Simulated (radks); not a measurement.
# Ionisation energy and size from Sc to Zn

An exercise on one series of results from a longer session: the logs are not shown, and one member is left open.

The numbers are computed with radks (a radial shooting solver on a logarithmic mesh, Libxc functionals) version 1 (scalar-relativistic Kohn-Sham, r2SCAN, spin-unpolarised, spherical densities, finite nucleus), except any that are marked as measured or tabulated.

## The system

```
species : Sc, Ti, V, Cr, Mn, Fe, Co, Ni, Cu, Zn
runs    : 20, each species and its next ion
```

The first run:

Input:

```text
Z 21
configuration [Ar] 3d1 4s2
relativity scalar-relativistic
functional r2scan,r2scan
spin unpolarised
nucleus finite rms 3.5459 fm
c 137.035999084
```

Steps of the session up to this table: Sc, [Ar] 3d1 4s2; Sc⁺, [Ar] 3d1 4s1; Ti, [Ar] 3d2 4s2; Ti⁺, [Ar] 3d2 4s1; V, [Ar] 3d3 4s2; V⁺, [Ar] 3d4; Cr, [Ar] 3d5 4s1; Cr⁺, [Ar] 3d5; Mn, [Ar] 3d5 4s2; Mn⁺, [Ar] 3d5 4s1; Fe, [Ar] 3d6 4s2; Fe⁺, [Ar] 3d6 4s1; Co, [Ar] 3d7 4s2; Co⁺, [Ar] 3d8; Ni, [Ar] 3d8 4s2; Ni⁺, [Ar] 3d9; Cu, [Ar] 3d10 4s1; Cu⁺, [Ar] 3d10; Zn, [Ar] 3d10 4s2; Zn⁺, [Ar] 3d10 4s1.

One table of the session follows, with a row left open; its other results are not shown here.

| species | Δ-SCF (eV) | −ε(HOMO) (eV) | its <r> (bohr) |
| --- | --- | --- | --- |
| Sc | 6.951 | 3.002 | 3.76 |
| Ti | 7.425 | 4.084 | 3.54 |
| V | 7.181 | 4.879 | 3.37 |
| Cr | 6.639 | 2.812 | 3.46 |
| Mn | 8.517 | 5.312 | 3.10 |
| Fe | 8.832 | 5.507 | 2.99 |
| Co | 6.197 | 5.693 | 2.89 |
| Ni | 5.976 | 5.873 | 2.80 |
| Cu | 7.810 | 4.523 | 2.95 |
| Zn | ? | ? | ? |

**Question.** Estimate the row for Zn.

The run gave: Δ-SCF (eV): 9.991; −ε(HOMO) (eV): 6.220; its <r> (bohr): 2.65. In the column «Δ-SCF (eV)» it is the highest.

Reference values: NIST Atomic Spectra Database, measured. By these runs, which need not match the measured order, Zn holds its electron most tightly (9.991 eV) and Ni least (5.976 eV); the widest outer orbital is the 4s of Sc. The Δ-SCF values miss the measured or semi-empirical entries by +1.0 % in the signed mean; the largest miss is -21.8 % (Ni). For Sc, Ti, Cr the highest level isn't the widest one, so −ε(HOMO) and <r> belong to different orbitals, and Δ-SCF follows the ion's typed configuration. Spin polarisation and multiplet splitting are left out, so open shells lie too high by an amount that depends on their filling.

**Measured values.**

From NIST Atomic Spectra Database: ionisation energy of Sc 6.56149 eV; ionisation energy of Ti 6.82812 eV; ionisation energy of V 6.74619 eV; ionisation energy of Cr 6.76651 eV; ionisation energy of Mn 7.43404 eV; ionisation energy of Fe 7.90247 eV; ionisation energy of Co 7.88101 eV; ionisation energy of Ni 7.63988 eV.
